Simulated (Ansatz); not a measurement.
# C3H4OSi: basis-set convergence

An exercise on one series of results from a longer session: the logs are not shown, and one member is left open.

Method: one geometry, several basis sets; program: Ansatz 0.2.0, Gaussian basis.

Plan: PBE0-D4/def2-SVP; ωB97M-V/def2-SVP; PBE0-D4/def2-QZVPP; ωB97M-V/def2-QZVPP; the functionals' def2-TZVPP values are taken from earlier runs.

### The geometry

An earlier PBE0-D4 in a triple-zeta def2 set relaxation fixed the geometry.

SMILES `C=C1[SiH2]C1=O`, 9 atoms, charge 0, spin multiplicity 1.

Atoms are counted from 1 here; the program's logs count them from 0.

Bond lengths: C1–C2 1.330 Å, C1–H6 1.088 Å, C1–H7 1.086 Å, C2–Si3 1.859 Å, C2–C4 1.472 Å, Si3–C4 1.902 Å, Si3–H8 1.485 Å, Si3–H9 1.485 Å, C4–O5 1.196 Å. Angles: C2–C1–H6 120.9°, C2–C1–H7 122.0°, H6–C1–H7 117.0°, C1–C2–Si3 156.6°, C1–C2–C4 134.8°, Si3–C2–C4 68.5°, C2–Si3–C4 46.0°, C2–Si3–H8 118.5°, C2–Si3–H9 118.7°, C4–Si3–H8 122.1°, C4–Si3–H9 122.6°, H8–Si3–H9 112.5°, C2–C4–Si3 65.4°, C2–C4–O5 139.0°, Si3–C4–O5 155.6°.

The first run:

in.yaml reads:

```yaml
crystal:
  periodic: [false, false, false]
  atoms:
    - {symbol: C, position_ang: [-1.170892, 1.061365, -0.531643]}
    - {symbol: C, position_ang: [-0.227398, 0.212448, -0.133956]}
    - {symbol: Si, position_ang: [0.635036, -0.961412, 1.021319]}
    - {symbol: C, position_ang: [1.022004, -0.299240, -0.719741]}
    - {symbol: O, position_ang: [1.657080, -0.189640, -1.727103]}
    - {symbol: H, position_ang: [-1.114739, 1.544145, -1.504747]}
    - {symbol: H, position_ang: [-2.026447, 1.305732, 0.091823]}
    - {symbol: H, position_ang: [0.040490, -2.304260, 1.241159]}
    - {symbol: H, position_ang: [1.273363, -0.415339, 2.245791]}
basis:
  gaussian: {orbitals: def2-SVP}
hamiltonian: {xc: pbe0, dispersion: d4}
output: {orbitals: {seedname: orbitals}}
```

Run with:

```sh
$ ansatz run in.yaml --threads 2 --pin off --events-out ev --progress --plain --max-ram 4352MiB
```

Steps of the session up to this table: PBE0-D4 in def2-SVP; ωB97M-V in def2-SVP; PBE0-D4 in def2-QZVPP; ωB97M-V in def2-QZVPP.

One of the session's tables, all rows but one given; the rest of the session is left out.

It belongs to the step «Functionals by basis». 

```
functional       basis  HOMO (eV)  LUMO (eV)
   PBE0-D4    def2-SVP          ?          ?
   PBE0-D4  def2-TZVPP      -6.47      -2.83
   PBE0-D4  def2-QZVPP      -6.49      -2.86
   ωB97M-V    def2-SVP      -8.53      -0.47
   ωB97M-V  def2-TZVPP      -8.64      -0.67
   ωB97M-V  def2-QZVPP      -8.67      -0.72
```

**Question.** Estimate the row for PBE0-D4, def2-SVP.

As computed: HOMO (eV): -6.39; LUMO (eV): -2.69. In the column «HOMO (eV)» it is the highest.
